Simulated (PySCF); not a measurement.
# Ge2H6O2 (SMILES [OH][GeH2][GeH2][OH]): wB97M-V/6-31G(d) (spherical functions)

What is the vertical ionisation energy of Ge2H6O2 at wB97M-V/6-31G* (spherical functions)? 

The calculation is run with PySCF 2.14.0.

4 further runs of the same task are left out: 4 set aside as unsound or not needed.

## Step 1: The molecule

The species is Ge2H6O2 (10 atoms), meant as a singlet with charge 0. As SMILES, `[OH][GeH2][GeH2][OH]`. The shape is that of a PBE0-D4/def2-TZVP optimisation. This is one conformer, not always the lowest.

Bond lengths: O1–Ge2 1.791 Å, Ge2–Ge3 2.444 Å, Ge3–O4 1.791 Å, O1–H5 0.960 Å, Ge2–H6 1.534 Å, Ge2–H7 1.547 Å, Ge3–H8 1.534 Å, Ge3–H9 1.547 Å, O4–H10 0.960 Å. Some angles: O1–Ge2–Ge3 109.9°, Ge2–Ge3–O4 109.9°, O1–Ge2–H6 103.9°, O1–Ge2–H7 109.4°, Ge3–Ge2–H6 113.2°, Ge3–Ge2–H7 110.2°, Ge2–O1–H5 112.5°, Ge2–Ge3–H8 113.2°, Ge2–Ge3–H9 110.2°, O4–Ge3–H8 103.9°.

## Step 2: The energy at wB97M-V/6-31G(d) (spherical functions)

geometry.xyz

```xyz
10

O     -0.309300     2.455000    -0.006400
Ge     0.600700     0.984100     0.456700
Ge    -0.721500    -1.006400    -0.054200
O      0.308500    -2.466700     0.057800
H     -0.425000     2.532100    -0.955900
H      0.860000     1.168500     1.957800
H      1.943500     0.946400    -0.311300
H     -1.840500    -1.265700     0.963100
H     -1.315400    -0.903200    -1.479200
H      0.981900    -2.495100    -0.625400
```

input.py

```python
from pyscf import gto, dft

mol = gto.M(
    atom='geometry.xyz',
    verbose=3,
    max_memory=1860,
    charge=0,
    basis='6-31g*',
)

ks = dft.RKS(mol)
ks.xc = 'wb97m-v'
ks.conv_tol = 1e-10
ks.grids.level = 5
ks.nlcgrids.level = 1
ks.kernel()
if not ks.converged:
    ks = ks.newton().run(ks.mo_coeff, ks.mo_occ)

etot = ks.e_tot
print(f'total energy: {etot:.8f} hartree')
```

The run is started by

```
$ OMP_NUM_THREADS=1 python input.py
```

The log of the run:

```text
converged SCF energy = -4307.2138922457
total energy: -4307.21389225 hartree
```

It took 2.9 min on 1 thread of Arm Neoverse V1, shared host; peak memory 0.58 GiB.

## Step 3: The doublet cation at the same level

input.py

```python
from pyscf import gto, dft

mol = gto.M(
    atom='''
O       -0.309300       2.455000      -0.006400
Ge       0.600700       0.984100       0.456700
Ge      -0.721500      -1.006400      -0.054200
O        0.308500      -2.466700       0.057800
H       -0.425000       2.532100      -0.955900
H        0.860000       1.168500       1.957800
H        1.943500       0.946400      -0.311300
H       -1.840500      -1.265700       0.963100
H       -1.315400      -0.903200      -1.479200
H        0.981900      -2.495100      -0.625400
''',
    spin=1,
    basis='6-31g*',
    verbose=4,
    max_memory=1860,
    charge=1,
)

ks = dft.UKS(mol, xc='wb97m-v')
ks.nlcgrids.level = 1
ks.conv_tol = 1e-10
ks.grids.level = 5
ks.kernel()
if not ks.converged:
    ks = ks.newton().run(ks.mo_coeff, ks.mo_occ)

e_final = ks.e_tot
print('E = %.10f Eh' % e_final)
```

The run is started by

```
$ OMP_NUM_THREADS=1 python input.py
```

The log of the run:

```text
PySCF version 2.14.0

[INPUT] num. atoms = 10
[INPUT] num. electrons = 85
[INPUT] charge = 1
[INPUT] spin (= nelec alpha-beta = 2S) = 1
[INPUT] symmetry False subgroup None
[INPUT] Mole.unit = angstrom
[INPUT] Symbol           X                Y                Z      unit          X                Y                Z       unit  Magmom
[INPUT]  1 O     -0.309300000000   2.455000000000  -0.006400000000 AA   -0.584492290328   4.639277635807  -0.012094247197 Bohr   0.0
[INPUT]  2 Ge     0.600700000000   0.984100000000   0.456700000000 AA    1.135158483026   1.859679479184   0.863037921089 Bohr   0.0
[INPUT]  3 Ge    -0.721500000000  -1.006400000000  -0.054200000000 AA   -1.363437398874  -1.901820371762  -0.102423155951 Bohr   0.0
[INPUT]  4 O      0.308500000000  -2.466700000000   0.057800000000 AA    0.582980509428  -4.661387431465   0.109226170000 Bohr   0.0
[INPUT]  5 H     -0.425000000000   2.532100000000  -0.955900000000 AA   -0.803133602940   4.784975520011  -1.806389202472 Bohr   0.0
[INPUT]  6 H      0.860000000000   1.168500000000   1.957800000000 AA    1.625164467126   2.208144976554   3.699705806673 Bohr   0.0
[INPUT]  7 H      1.943500000000   0.946400000000  -0.311300000000 AA    3.672682723092   1.788436804288  -0.588271742577 Bohr   0.0
[INPUT]  8 H     -1.840500000000  -1.265700000000   0.963100000000 AA   -3.478040932262  -2.391826355862   1.819995230569 Bohr   0.0
[INPUT]  9 H     -1.315400000000  -0.903200000000  -1.479200000000 AA   -2.485745744253  -1.706800635707  -2.795282883457 Bohr   0.0
[INPUT] 10 H      0.981900000000  -2.495100000000  -0.625400000000 AA    1.855522081710  -4.715055653402  -1.181834718303 Bohr   0.0

nuclear repulsion = 568.934386692963
number of shells = 48
number of NR pGTOs = 268
number of NR cGTOs = 104
basis = 6-31g*
ecp = {}

[... 44 lines left out ...]
WARN: HOMO -0.282585632779759 >= LUMO -0.28258563277976
[... 66 lines left out ...]
converged SCF energy = -4306.86676718551  <S^2> = 0.75995224  2S+1 = 2.0099276
E = -4306.8667671855 Eh
```

It took 5.7 min on 1 thread of Arm Neoverse V1, shared host; peak memory 0.61 GiB.

## Step 4: Results

At wB97M-V/6-31G* (spherical functions):

| quantity | value |
| --- | --- |
| singlet Ge2H6O2: total energy | -4307.21389 Eh |
| singlet Ge2H6O2: dipole moment | 2.32 D |
| singlet Ge2H6O2: HOMO energy | -9.32 eV |
| singlet Ge2H6O2: LUMO energy | 1.15 eV |
| singlet Ge2H6O2: HOMO–LUMO gap | 10.47 eV |
| doublet cation: total energy | -4306.86677 Eh |
| doublet cation: HOMO energy (highest over α and β) | -15.84 eV |
| doublet cation: LUMO energy (lowest over α and β) | -9.56 eV |
| doublet cation: ⟨S²⟩ | 0.760 |
| vertical ionisation energy (to the doublet cation) | 9.446 eV |

What this shows: The vertical ionisation energy comes to 9.45 eV (218 kcal/mol). −ε(HOMO) before ionisation, 9.32 eV, is 0.12 eV below this ionisation energy. Mulliken charges (singlet Ge2H6O2) run from -0.70 on O1 to +0.42 on H5. Mulliken charges (doublet cation) run from -0.57 on O1 to +0.47 on H5.
